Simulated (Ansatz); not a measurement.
**C3H9AlFN: a ladder of functionals and wavefunction methods**

The task here is to estimate one member of a computed series from the others.

Program: Ansatz 0.2.0, Gaussian basis. Level of theory: functionals in def2-TZVPP, the program's frozen cores in correlated methods. These are calculated values, not measurements.

Plan: PBE-D4, r2SCAN-D4, PBE0-D4, B3LYP-D4, ωB97X-V, ωB97M-V, B2PLYP; CCSD(T)/def2-TZVPP; MP2/def2-QZVPP; extrapolation to the limit.

### Structure used throughout

All runs share one geometry, relaxed beforehand with PBE0-D4 in a triple-zeta def2 set.

SMILES `CC(C)[NH][AlH][F]`, 15 atoms, charge 0, spin multiplicity 1.

Atoms are counted from 1 here; the program's logs count them from 0.

Bond lengths: C1–C2 1.516 Å, C1–H7 1.095 Å, C1–H8 1.092 Å, C1–H9 1.093 Å, C2–C3 1.522 Å, C2–N4 1.452 Å, C2–H10 1.101 Å, C3–H11 1.093 Å, C3–H12 1.094 Å, C3–H13 1.093 Å, N4–Al5 1.762 Å, N4–H14 1.012 Å, Al5–F6 1.654 Å, Al5–H15 1.569 Å. Angles: C2–C1–H7 110.7°, C2–C1–H8 110.6°, C2–C1–H9 111.5°, H7–C1–H8 107.8°, H7–C1–H9 108.1°, H8–C1–H9 107.9°, C1–C2–C3 111.0°, C1–C2–N4 110.7°, C1–C2–H10 107.4°, C3–C2–N4 111.0°, C3–C2–H10 107.6°, N4–C2–H10 109.0°, C2–C3–H11 111.1°, C2–C3–H12 110.3°, C2–C3–H13 111.0°, H11–C3–H12 108.5°, H11–C3–H13 107.8°, H12–C3–H13 108.0° and more.

Coordinates:

```
C     1.38302   -0.27932    0.29755
C     0.01924   -0.66987   -0.23812
C    -0.05296   -0.46491   -1.74436
N    -1.02944    0.07150    0.43997
Al   -1.00821    1.29142    1.71168
F    -2.49501    1.88139    2.13248
H     1.58178    0.78197    0.11575
H     2.16844   -0.85585   -0.19474
H     1.45789   -0.45884    1.37320
H    -0.11722   -1.74418   -0.04115
H     0.69679   -1.07055   -2.26037
H     0.11812    0.58633   -1.99260
H    -1.03568   -0.74721   -2.13150
H    -1.94043   -0.16437    0.06815
H     0.25367    1.84248    2.46406
```

Set-up of the first run:

File in.yaml:

```yaml
crystal:
  periodic: [false, false, false]
  atoms:
    - {symbol: C, position_ang: [1.383016, -0.279322, 0.297553]}
    - {symbol: C, position_ang: [0.019244, -0.669871, -0.238124]}
    - {symbol: C, position_ang: [-0.052955, -0.464905, -1.744355]}
    - {symbol: N, position_ang: [-1.029444, 0.071497, 0.439967]}
    - {symbol: Al, position_ang: [-1.008214, 1.291419, 1.711683]}
    - {symbol: F, position_ang: [-2.495013, 1.881389, 2.132477]}
    - {symbol: H, position_ang: [1.581781, 0.781973, 0.115749]}
    - {symbol: H, position_ang: [2.168439, -0.855847, -0.194740]}
    - {symbol: H, position_ang: [1.457886, -0.458838, 1.373200]}
    - {symbol: H, position_ang: [-0.117218, -1.744182, -0.041145]}
    - {symbol: H, position_ang: [0.696788, -1.070548, -2.260371]}
    - {symbol: H, position_ang: [0.118122, 0.586334, -1.992599]}
    - {symbol: H, position_ang: [-1.035681, -0.747205, -2.131504]}
    - {symbol: H, position_ang: [-1.940427, -0.164373, 0.068149]}
    - {symbol: H, position_ang: [0.253666, 1.842480, 2.464059]}
basis:
  gaussian: {orbitals: def2-TZVPP}
hamiltonian: {xc: pbe, dispersion: d4}
output: {forces: true, orbitals: {seedname: orbitals}}
```

The run is started by

```bash
$ ansatz run in.yaml --threads 2 --pin off --events-out ev --progress --plain --max-ram 32768MiB --backend cuda --devices 0, --max-vram 18GiB
```

Steps of the session up to this table: PBE-D4 (GGA); r2SCAN-D4 (meta-GGA); PBE0-D4 (hybrid); B3LYP-D4 (hybrid); ωB97X-V (range-separated); ωB97M-V (range-separated); B2PLYP (double hybrid); CCSD(T) in def2-TZVPP; MP2 in def2-QZVPP.

One table of the session follows, with a row left open; its other results are not shown here.

| method | atomisation energy (kJ/mol) |
| --- | --- |
| PBE-D4 | 5817.6 |
| r2SCAN-D4 | 5736.5 |
| PBE0-D4 | 5733.4 |
| B3LYP-D4 | 5736.1 |
| ωB97X-V | 5747.5 |
| ωB97M-V | ? |
| B2PLYP | 5680.7 |
| HF/def2-TZVPP | 4251.1 |
| MP2/def2-TZVPP | 5682.1 |
| CCSD/def2-TZVPP | 5529.7 |
| CCSD(T)/def2-TZVPP | 5601.8 |
| MP2/CBS | 5823.7 |
| CCSD(T)/CBS | 5743.4 |

Q: Estimate the row for ωB97M-V from the others.

As computed: atomisation energy (kJ/mol): 5750.0. In the column «atomisation energy (kJ/mol)» it lies between ωB97X-V (5747.5) and PBE-D4 (5817.6).

To keep in mind: Free atoms (3 C, 1 N, 1 Al, 1 F, 9 H) were run apart at each level; the atomisation energy is their sum less the molecule, without zero-point or spin-orbit terms.
